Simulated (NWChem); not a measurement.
# One shape, several levels: C2H5Br (bromoethane)

Aim: a comparison of 6 runs (HF/6-31G*, BLYP/6-31G*, revPBE/6-31G*, B3LYP/6-31G*, CCSD/6-31G*, CCSD(T)/6-31G*) of C2H5Br (bromoethane). 

The results are computed with NWChem 7.3.0.

1 further run of the same task is left out (set aside as unsound or not needed).

## (1) The structure to begin with

The species is C2H5Br (8 atoms), meant as a singlet with charge 0. SMILES: `CCBr`. The shape is that of a PBE0-D4/def2-TZVP optimisation.

Bond lengths: C1–C2 1.506 Å, C2–Br3 1.950 Å, C1–H4 1.095 Å, C1–H5 1.091 Å, C1–H6 1.091 Å, C2–H7 1.088 Å, C2–H8 1.088 Å. Some angles: C1–C2–Br3 111.6°, C1–C2–H7 112.5°, C1–C2–H8 112.5°, Br3–C2–H7 105.3°, Br3–C2–H8 105.3°, C2–C1–H4 109.4°, C2–C1–H5 111.3°, C2–C1–H6 111.3°, H7–C2–H8 109.2°, H4–C1–H5 108.3°.

## (2) Energy and gradient at HF/6-31G(d) (spherical functions) (run 1)

File c2h5br.nw:

```
start c2h5br
title "C2H5Br hf"
memory total 2200 mb
charge 0

geometry units angstrom noautosym nocenter noautoz
  C    -0.429100    0.590100   -0.328800
  C     0.243000   -0.639200    0.222500
  Br    1.994500   -0.223400    0.972400
  H    -1.406200    0.316400   -0.739300
  H     0.162900    1.040400   -1.126700
  H    -0.582800    1.339300    0.449000
  H     0.428800   -1.390300   -0.542500
  H    -0.318900   -1.090600    1.037600
end

basis spherical bse
  * library 6-31G*
end

scf
  singlet
  rhf
  thresh 1e-08
  maxiter 80
end

task scf gradient
```

The run is started by

```bash
$ nwchem c2h5br.nw > c2h5br.out
```

The program printed:

```text
[...]
  functions       =    70
[...]
  wavefunction    = RHF
[...]
         Total SCF energy =  -2650.750637701475
      One-electron energy =  -4015.051850768214
      Two-electron energy =   1199.710362562066
 Nuclear repulsion energy =    164.590850504673
        Time for solution =      7.3s
[...]
                         RHF ENERGY GRADIENTS
    atom               coordinates                        gradient
                 x          y          z           x          y          z
   1 C      -0.810881   1.115127  -0.621342    0.005745  -0.009690   0.004541
   2 C       0.459203  -1.207913   0.420464    0.002515   0.014045  -0.001452
   3 Br      3.769058  -0.422165   1.837570   -0.004952  -0.000996  -0.002157
   4 H      -2.657333   0.597909  -1.397074   -0.004797  -0.001257  -0.002033
   5 H       0.307836   1.966071  -2.129154    0.003155   0.002166  -0.003944
   6 H      -1.101332   2.530910   0.848487   -0.000619   0.003679   0.004041
   7 H       0.810315  -2.627286  -1.025176    0.002055  -0.005006  -0.004952
   8 H      -0.602634  -2.060935   1.960780   -0.003103  -0.002942   0.005956
[...]
```

Wall time 10 s (1 thread of AMD EPYC 9R45 (Zen 5), shared host); peak memory 0.1 GiB.

## (3) Energy and forces at BLYP/6-31G(d) (spherical functions) (run 2)

File work.xyz:

```xyz
8

C     -0.429100     0.590100    -0.328800
C      0.243000    -0.639200     0.222500
Br     1.994500    -0.223400     0.972400
H     -1.406200     0.316400    -0.739300
H      0.162900     1.040400    -1.126700
H     -0.582800     1.339300     0.449000
H      0.428800    -1.390300    -0.542500
H     -0.318900    -1.090600     1.037600
```

File run.py:

```python
from ase.io import read
from ase.calculators.nwchem import NWChem

system = read('work.xyz')

calc = NWChem(
    label='work',
    theory='dft',
    memory='2200 mb',
    basis='6-31G*',
    basispar='spherical bse',
    dft={'xc': 'becke88 lyp', 'mult': '1', 'grid': 'xfine', 'convergence': 'energy 1e-08', 'iterations': '100', 'mulliken': None},
)
system.calc = calc

forces = system.get_forces()
print("Total energy (eV):", round(system.get_potential_energy(), 6))
print("forces (eV/A):")
for s, f in zip(system.symbols, forces):
    print(f"{s:2s} {f[0]:10.5f} {f[1]:10.5f} {f[2]:10.5f}")
print("dipole (e A):", system.get_dipole_moment().round(4))
```

The run is started by

```bash
$ export ASE_NWCHEM_COMMAND="nwchem PREFIX.nwi > PREFIX.nwo"
$ python run.py
```

The program printed:

```text
Total energy (eV): -72192.867633
forces (eV/A):
C    -0.15231    0.20024   -0.10932
C    -0.34478   -0.30956   -0.10536
Br    0.94015    0.17982    0.41086
H    -0.33445   -0.07050   -0.14486
H     0.16656    0.16846   -0.26899
H    -0.07081    0.26359    0.23207
H     0.01080   -0.26138   -0.24575
H    -0.21515   -0.17062    0.23135
dipole (e A): [-0.4112 -0.0592 -0.1833]
```

The calculator wrote work.nwi:

```
title "work"

permanent_dir work

scratch_dir work

start work

geometry units angstrom nocenter noautosym noautoz
  C  -4.2909999999999998e-01 5.9009999999999996e-01 -3.2879999999999998e-01
  C  2.4299999999999999e-01 -6.3919999999999999e-01 2.2250000000000000e-01
  Br 1.9944999999999999e+00 -2.2339999999999999e-01 9.7240000000000004e-01
  H  -1.4061999999999999e+00 3.1640000000000001e-01 -7.3929999999999996e-01
  H  1.6289999999999999e-01 1.0404000000000000e+00 -1.1267000000000000e+00
  H  -5.8279999999999998e-01 1.3392999999999999e+00 4.4900000000000001e-01
  H  4.2880000000000001e-01 -1.3903000000000001e+00 -5.4249999999999998e-01
  H  -3.1890000000000002e-01 -1.0906000000000000e+00 1.0376000000000001e+00
end

memory 2200 mb

basis spherical bse noprint
   * library 6-31G*
end

dft
  xc becke88 lyp
  mult 1
  grid xfine
  convergence energy 1e-08
  iterations 100
  mulliken
end

task dft gradient
```

work.nwo:

```text
Northwest Computational Chemistry Package (NWChem) 7.3.0
             --------------------------------------------------------

           Job information
           ---------------

    nwchem branch   = 7.3.0
    use scalapack   = T
    input           = work.nwi
    prefix          = work.
    data base       = work/work.db
    status          = startup
    nproc           =        1

           Memory information
           ------------------

[... 5 lines left out ...]
    hardfail = no
[... 106 lines left out ...]
  convergence criterion.
[... 38 lines left out ...]
          Spatial weights used:  Erf1
[... 32 lines left out ...]
 1-e energy   =   -4011.968346
[... 48 lines left out ...]
           Coulomb energy =     1301.001691154231
[... 567 lines left out ...]
          Convergence on density requested:  1.00D-05
[... 24 lines left out ...]
          total energy or number of iterations.
[... 36 lines left out ...]
                 ----------------------------------------
                 |  Time  |  1-e(secs)   |  2-e(secs)   |
                 ----------------------------------------
                 |  CPU   |       0.00   |       1.73   |
                 ----------------------------------------
                 |  WALL  |       0.00   |       1.73   |
                 ----------------------------------------

 Task  times  cpu:       16.5s     wall:       16.5s
 Total times  cpu:       16.5s     wall:       16.5s
```

Wall time 17 s (1 thread of AMD EPYC 9R45 (Zen 5), shared host); peak memory 0.14 GiB.

## (4) Energy and forces at revPBE/6-31G(d) (spherical functions) (run 3)

File mymol.nw:

```
start mymol
title "C2H5Br gradient"
memory 2200 mb

geometry units angstroms noautosym nocenter noautoz
 C       -0.429100       0.590100      -0.328800
 C        0.243000      -0.639200       0.222500
 Br       1.994500      -0.223400       0.972400
 H       -1.406200       0.316400      -0.739300
 H        0.162900       1.040400      -1.126700
 H       -0.582800       1.339300       0.449000
 H        0.428800      -1.390300      -0.542500
 H       -0.318900      -1.090600       1.037600
end

basis spherical bse
 * library 6-31G*
end

dft
 xc revpbe cpbe96
 mult 1
 grid xfine
 convergence energy 1e-08
 iterations 100
 mulliken
end

task dft gradient
```

The run is started by

```bash
$ nwchem mymol.nw > mymol.out
```

The program printed:

```text
[...]
          Wavefunction type:  closed shell.
          No. of atoms     :     8
          No. of electrons :    52
[...]
          Charge           :     0
          Spin multiplicity:     1
[...]
          AO basis - number of functions:    70
[...]
              XC Information
              --------------
                        RevPBE Exchange Functional  1.000
            Perdew 1991 LDA Correlation Functional  1.000 local
           PerdewBurkeErnz. Correlation Functional  1.000 non-local
[...]
 d= 0,ls=0.0,diis     1  -2652.7833204482 -2.82D+03  1.34D-02  4.01D-01     1.8
[...]
 d= 0,ls=0.0,diis     8  -2652.8266122814  3.54D-09  6.34D-06  2.83D-07    10.9
         Total DFT energy =    -2652.826612281355
      One electron energy =    -4014.887223873310
           Coulomb energy =     1301.262690810405
    Exchange-Corr. energy =     -103.792929723124
 Nuclear repulsion energy =      164.590850504673
[...]
  wavefunction    = closed shell
                         DFT ENERGY GRADIENTS
    atom               coordinates                        gradient
                 x          y          z           x          y          z
   1 C      -0.810881   1.115127  -0.621342    0.002051  -0.002646   0.001458
   2 C       0.459203  -1.207913   0.420464    0.002079   0.002775   0.000475
   3 Br      3.769058  -0.422165   1.837570   -0.013175  -0.002328  -0.005795
   4 H      -2.657333   0.597909  -1.397074    0.007038   0.001668   0.003013
   5 H       0.307836   1.966071  -2.129154   -0.003685  -0.003517   0.005830
   6 H      -1.101332   2.530910   0.848487    0.001505  -0.005597  -0.005127
   7 H       0.810315  -2.627286  -1.025176   -0.000542   0.005881   0.005638
   8 H      -0.602634  -2.060935   1.960780    0.004729   0.003765  -0.005494
[...]
```

Wall time 15 s (1 thread of AMD EPYC 9R45 (Zen 5), shared host); peak memory 0.14 GiB.

Runs 4 to 5 aren't shown in full; the table further down has their settings and results.

## (5) A single-point energy at CCSD(T)/6-31G(d) (spherical functions) (run 6)

File c2h5br.nw:

```
start c2h5br
memory total 2200 mb

geometry noautosym nocenter noautoz
  C       -0.429100       0.590100      -0.328800
  C        0.243000      -0.639200       0.222500
  Br       1.994500      -0.223400       0.972400
  H       -1.406200       0.316400      -0.739300
  H        0.162900       1.040400      -1.126700
  H       -0.582800       1.339300       0.449000
  H        0.428800      -1.390300      -0.542500
  H       -0.318900      -1.090600       1.037600
end

basis spherical bse
  C library 6-31G*
  Br library 6-31G*
  H library 6-31G*
end

scf
  thresh 1e-08
  maxiter 80
  print low
end

ccsd
  freeze core 11
  maxiter 60
end

task ccsd(t)
```

The run is started by

```bash
$ nwchem c2h5br.nw > c2h5br.out
```

The program printed:

```text
[...]
  functions       =    70
[...]
  wavefunction    = RHF
[...]
         Total SCF energy =  -2650.750637701475
      One-electron energy =  -4015.051850768214
      Two-electron energy =   1199.710362562066
 Nuclear repulsion energy =    164.590850504673
        Time for solution =      7.3s
[...]
 Total MP2 energy:          -2651.264018313702309
[...]
             energy      energy      error      ampl     ampl      Block
                                                time     time      time
[...]
 Total CCSD energy:          -2651.291241746151627
[...]
 Total CCSD+T(CCSD) energy:          -2651.303929744354264
[...]
 Total CCSD(T) energy:               -2651.303302559846543
[...]
```

Wall time 43 s (1 thread of AMD EPYC 9R45 (Zen 5), shared host); peak memory 0.19 GiB.

## (6) All runs side by side

```
run                                 level  iteration cap   module   energy (Eh)  dipole moment (D)  HOMO energy (eV)  LUMO energy (eV)  wall time
  1       HF/6-31G* (spherical functions)             80      scf  -2650.750638               2.45            -10.77              4.27       10 s
  2     BLYP/6-31G* (spherical functions)            100      dft  -2653.038973               2.18             -6.21             -0.54       17 s
  3   revPBE/6-31G* (spherical functions)            100      dft  -2652.826612               2.19             -6.37             -0.61       15 s
  4    B3LYP/6-31G* (Cartesian functions)            100      dft  -2653.112182               2.24             -7.45              0.11       15 s
  5     CCSD/6-31G* (spherical functions)             80     ccsd  -2651.291242                  –            -10.77              4.27       37 s
  6  CCSD(T)/6-31G* (spherical functions)             80  ccsd(t)  -2651.303303                  –                 –                 –       43 s
```

## (7) Results

```
                                           quantity           value
                                run 6: total energy  -2651.30330 Eh
run 6: correlation energy (11 core orbitals frozen)      -552.7 mEh
                              run 6: (T) correction      -12.06 mEh
```

**Reading.** Below the HF energy at the same shape and in the same basis (6-31G*): CCSD -540.6 mEh; CCSD(T) -552.7 mEh. Over runs 1, 2, 3, 4 the dipole moment (its size) runs from 2.18 D (BLYP/6-31G*) to 2.45 D (HF/6-31G*). Over runs 1, 2, 3, 4 the HOMO–LUMO gap runs from 5.67 eV (BLYP/6-31G*) to 15.04 eV (HF/6-31G*). Exact exchange widens orbital gaps. Totals of different functionals can't be ranked against each other. All runs together took 2.3 min, the longest 43 s.
